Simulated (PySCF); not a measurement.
# ErO4 (Er(O2)2-): the cost of one run

The runs use PySCF 2.14.0; several levels, as the steps say, no spin–orbit coupling.

3 further runs of the same task are left out: 2 for a known fault of the program, 1 that didn't finish.

## Step 1: Where the work starts

5 atoms, charge -1, spin multiplicity 1.

Bond lengths: Er1–O2 2.109 Å, Er1–O3 2.109 Å, Er1–O4 2.109 Å, Er1–O5 2.109 Å. Angles: O2–Er1–O3 42.3°, O2–Er1–O4 150.4°, O2–Er1–O5 150.4°, O3–Er1–O4 150.4°, O3–Er1–O5 150.4°, O4–Er1–O5 42.3°.

Coordinates:

```xyz
5

Er    0.0000    0.0000    0.0000
O     0.5385    0.5385    1.9666
O    -0.5385   -0.5385    1.9666
O     0.5385   -0.5385   -1.9666
O    -0.5385    0.5385   -1.9666
```

Formal oxidation states: Er +3. Each metal's 11 4f electrons lie in its core potential, so multiplicities, spins and levels count the valence alone. An earlier session relaxed this geometry at r2SCAN, Er lcecp-1-SVP with ECP57, O def2-SVP (singlet, point group D2d).

At r2SCAN on the finer grid: E = -338.761090 Eh, HOMO 0.75 eV, LUMO 2.52 eV, Mulliken charge on Er1 +0.80 e, largest force component 0.011 eV/Å. The highest filled level lies above zero; it isn't the detachment energy.

Levels to run: TPSSh; PBE; BP86; M06-L; r2SCAN, TZVP. Hardware: 2 threads of Arm Neoverse V1, shared host.

## Step 2: TPSSh

Input file run.py (the lines that set the calculation):

```python
mol = gto.M(atom='''
Er     0.00000     0.00000     0.00000
O      0.53852     0.53852     1.96663
O     -0.53852    -0.53852     1.96663
O      0.53852    -0.53852    -1.96663
O     -0.53852     0.53852    -1.96663''',
    basis={'Er': 'lcecp-1-SVP', 'O': 'def2-SVP'},
    ecp={'Er': 'lcecp-1-SVP'},
    charge=-1, spin=0)
mf = dft.RKS(mol, xc='TPSSH')
mf.grids.atom_grid = (75, 302)  # f atoms: unpruned, at least (60, 302)
mf = mf.density_fit()  # fitting sets: Er AutoAux, O def2-universal-JKFIT
mf.conv_tol = 1e-08; mf.max_cycle = 55
mf.kernel(dm0)  # dm0: the density of the relaxed state
```

Launch:

```bash
> OMP_NUM_THREADS=2 python run.py
```

**Question.** How long does this run take on 2 threads of Arm Neoverse V1, shared host?

About 4.8 s.
